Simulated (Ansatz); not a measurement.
Debugging a rigid scan of one bond length of C₂H₄Br, SMILES C[CH]Br (Ansatz 0.2.0 through its Python package).

Script `scan.py`:
```python
'''Potential curve of C2H4Br along one bond.'''

import ansatz as az
import numpy as np

geometry = (
    az.Crystal.molecule()
    .atom('C', (-0.6496, -0.1853, 0.0548))
    .atom('C', (0.6504, 0.3341, -0.5342))
    .atom('Br', (2.1601, -0.6291, 0.2048))
    .atom('H', (-0.6541, -0.0434, 1.1562))
    .atom('H', (-1.5028, 0.3707, -0.3863))
    .atom('H', (-0.7647, -1.2641, -0.1799))
    .atom('H', (0.7607, 1.4171, -0.3154))
)

symbols = [site.symbol for site in geometry.cartesian_sites]
start = np.array([site.position_ang for site in geometry.cartesian_sites])
axis = (start[4] - start[0]) / np.linalg.norm(start[4] - start[0])
moving = [4]
lengths, energies = [0.977, 1.021, 1.065, 1.11, 1.154, 1.199, 1.243, 1.31], []
for length in lengths:
    xyz = start.copy()
    xyz[moving] += (length - np.linalg.norm(start[4] - start[0])) * axis
    point = az.Crystal.molecule()
    for symbol, place in zip(symbols, xyz):
        point = point.atom(symbol, place.tolist())
    calculation = (
        point.calculation()
        .basis(gaussian='def2-SVP')
        .functional('cam_b3lyp')
        .spin('collinear', total=1)
    )
    summary = calculation.run(outdir='tmp', threads=1).report
    energies.append(summary['free_energy_ev'])
    print(f'r = {length:6.3f} A  E = {energies[-1]:.5f} eV  <S^2> = {abs(summary["mean_field"]["state"]["spin_squared"]):.3f}')

# quartic fit about the minimum
fit = np.polynomial.Polynomial.fit(lengths, np.array(energies) - min(energies), 4).convert()
roots = [r.real for r in fit.deriv().roots() if abs(r.imag) < 1e-9 and fit.deriv(2)(r.real) > 0]
r_e = min(roots, key=lambda r: abs(r - lengths[int(np.argmin(energies))]))
print(f'minimum of the fit at {r_e:.4f} A, force constant {fit.deriv(2)(r_e):.2f} eV/A^2')
```

```console
$ python scan.py
Traceback (most recent call last):
  File "scan.py", line 34, in <module>
    summary = calculation.run(outdir='tmp', threads=1).report
              ~~~~~~~~~~~~~~~^^^^^^^^^^^^^^^^^^^^^^^^^
TypeError: Calculation.run() got an unexpected keyword argument 'outdir'
```

Why does it end like this?

The fault: run() has no such keyword. Mended:

```diff
--- before
+++ after
@@ -33,3 +33,3 @@
     )
-    summary = calculation.run(outdir='tmp', threads=1).report
+    summary = calculation.run(threads=1).report
     energies.append(summary['free_energy_ev'])
```

After the fix:

```console
$ python scan.py
r =  0.977 A  E = -72175.40058 eV  <S^2> = 0.754
r =  1.021 A  E = -72175.60450 eV  <S^2> = 0.754
r =  1.065 A  E = -72175.70671 eV  <S^2> = 0.754
r =  1.110 A  E = -72175.72906 eV  <S^2> = 0.754
r =  1.154 A  E = -72175.68849 eV  <S^2> = 0.754
r =  1.199 A  E = -72175.59787 eV  <S^2> = 0.754
r =  1.243 A  E = -72175.47256 eV  <S^2> = 0.754
r =  1.310 A  E = -72175.23154 eV  <S^2> = 0.754
minimum of the fit at 1.1012 A, force constant 33.53 eV/A^2
```

Notes:
- Total energies depend on the basis set; only differences at equal settings carry meaning.
- The rest of the molecule is held rigid at a force-field or estimated start geometry, and the basis set is modest; single-reference methods fail as a bond breaks.
- The run takes the species as open-shell (spin multiplicity 2), which needn't be its ground state.
- Spin-orbit coupling of the heavy open-shell atom is left out.
- Timing: 28 s on 1 thread of Arm Neoverse V2, with other jobs on the host, peak memory 0.3 GiB.
